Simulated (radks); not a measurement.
# Cr⁷⁺ in [He] 2s2 2p5.5 3s2 3p5 4f0.5: an all-electron calculation

One table from this session's results is given with a row withheld; the runs are named, their logs left out.

Program: radks (a radial shooting solver on a logarithmic mesh, Libxc functionals) version 1. Level of theory: Dirac Kohn-Sham, LDA (Slater exchange, Perdew-Wang correlation), spin-unpolarised, spherical densities, point nucleus; open shells fill j = l - 1/2 first. These are calculated values, not measurements, unless marked.

**What is computed**

* element: chromium (Z = 24)
* charge: +7
* electrons: 17
* configuration: [He] 2s2 2p5.5 3s2 3p5 4f0.5

Set-up of the first run:

Settings of this run:

```text
Z 24
configuration [He] 2s2 2p5.5 3s2 3p5 4f0.5 4s0 3d0
relativity Dirac
functional lda,pw
spin unpolarised
j_filling energy
nucleus point
c 137.035999084
```

The run is started by

```bash
$ python run_ks.py task.json out
```

This one command runs every case of the session in turn.

One table of the session follows, with a row left open; its other results are not shown here.

It belongs to the step «Shells». Sizes of the orbitals, from the radial functions (bohr):

```
level      <r>  outermost maximum (interpolated)  90 % within  nodes
1s1/2  0.06366                            0.0417        0.114      0
2s1/2   0.2909                             0.243        0.451      1
2p1/2   0.2551                             0.195        0.418      0
2p3/2   0.2578                             0.197        0.422      0
3s1/2   0.8155                             0.735         1.20      2
3p1/2        ?                                 ?            ?      ?
3p3/2   0.8302                             0.737         1.25      1
3d3/2   0.8165                             0.656         1.29      0
3d5/2   0.8180                             0.657         1.29      0
4s1/2    1.796                              1.72         2.55      3
4f5/2    2.088                              1.83         3.09      0
4f7/2    2.088                              1.83         3.09      0
```

Q: Estimate the row for 3p1/2 from the others.

The run gave: <r>: 0.8246; outermost maximum (interpolated): 0.731; 90 % within: 1.24; nodes: 1. In the column «<r>» it lies between 3d5/2 (0.8180) and 3p3/2 (0.8302).
